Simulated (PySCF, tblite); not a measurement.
# C8H16N2: geometry, infrared bands and NMR shifts

Wanted: the infrared bands and NMR shifts of C8H16N2 (`CN/N=C(\C(C)C)C1CC1`), by calculation.

Computed with tblite 0.8.0 and PySCF 2.14.0, with density-fitted response routines of our own, on a single molecule in the gas phase. Atoms count from 0, in the outputs and in this text.

## 1. The molecule as given

26 atoms, charge 0, multiplicity 1; geometry from: force field or distance geometry start.

Bonds of the start (Å): C0–N1 1.45, N1–N2 1.34, N2–C3 1.31, C3–C4 1.52, C4–C5 1.54, C4–C6 1.52, C3–C7 1.49, C7–C8 1.51, C8–C9 1.49, C9–C7 1.52, C0–H10 1.10, C0–H11 1.08, C0–H12 1.10, N1–H13 1.02, C4–H14 1.10, C5–H15 1.10, C5–H16 1.09, C5–H17 1.09, C6–H18 1.10, C6–H19 1.10, C6–H20 1.10, C7–H21 1.09, C8–H22 1.09, C8–H23 1.08, C9–H24 1.08, C9–H25 1.09.

## 2. Relaxing the molecule with GFN2-xTB

Job settings and geometry (Å):

```
{"job": {"kind": "relax", "xc": "GFN2-xTB", "basis": "xTB"}, "charge": 0, "multiplicity": 1}
C      2.746200    -2.367700    -0.394400
N      1.953900    -1.150400    -0.368000
N      0.617500    -1.263000    -0.379800
C     -0.122300    -0.176300    -0.367300
C      0.383900     1.255300    -0.334300
C     -0.583000     2.244200    -1.000800
C      0.709200     1.690500     1.082700
C     -1.589400    -0.413000    -0.351300
C     -2.413700    -0.153300     0.884200
C     -2.199700    -1.562100     0.437900
H      2.463100    -2.947900    -1.280000
H      3.790800    -2.096000    -0.444400
H      2.547200    -2.936400     0.528300
H      2.416400    -0.258800    -0.220000
H      1.304400     1.302200    -0.930500
H     -0.122400     3.238200    -1.059300
H     -1.505900     2.354800    -0.425100
H     -0.840800     1.915500    -2.011200
H      1.374500     0.975100     1.585000
H     -0.191100     1.768300     1.703400
H      1.198300     2.671800     1.096500
H     -2.064900    -0.221700    -1.315000
H     -3.400700     0.282900     0.763600
H     -1.928600     0.151200     1.794300
H     -1.529500    -2.181300     1.023800
H     -3.034600    -2.099300    -0.005100
```

The run is started by

```bash
$ OMP_NUM_THREADS=1 python probes_run.py task.json out
```

The driver reads the jobs from task.json and runs them one after another.

**Question.** This job is followed by: GFN2-xTB harmonic vibrations, gas phase; GIAO PBE0/pcSseg-1 NMR shielding, non-relativistic, gas phase. What will the session give for the following? strongest single infrared mode (GFN2-xTB); zero-point energy (GFN2-xTB); ¹³C shifts against TMS (PBE0/pcSseg-1, means over atoms taken as alike); ¹H shifts against TMS (PBE0/pcSseg-1, means over atoms taken as alike); ¹⁵N shifts against NH3 (PBE0/pcSseg-1).

The runs gave:

| quantity | value |
| --- | --- |
| strongest single infrared mode (GFN2-xTB) | 1227 cm⁻¹, 108 km/mol |
| zero-point energy (GFN2-xTB) | 143.2 kcal/mol |
| ¹³C shifts against TMS (PBE0/pcSseg-1, means over atoms taken as alike) | 148.8, 41.5, 28.0, 21.7, 12.1, 11.3 ppm |
| ¹H shifts against TMS (PBE0/pcSseg-1, means over atoms taken as alike) | 4.11, 3.18, 2.57, 1.11, 1.09, 0.72, 0.53 ppm |
| ¹⁵N shifts against NH3 (PBE0/pcSseg-1) | 354.1, 120.3 ppm |

Relaxing lowered the energy by 0.267 eV in 250 steps; the close pair that moved most is N2–C3, from 1.315 to 1.272 Å. The lowest mode is slightly imaginary (5i cm⁻¹), a soft motion within the noise of the Hessian, so the minimum is not strictly shown. The strongest single mode, at 1227 cm⁻¹, has its largest shares on N1, N2 and H13 (the list is cut at 3 atoms). GFN2-xTB is a fitted tight-binding method: band positions and strengths are rough. Its intensities can rank the bands wrongly. At PBE0/pcSseg-1: The widest tensor belongs to N2: span 511 ppm, with a paramagnetic part of -415 ppm.
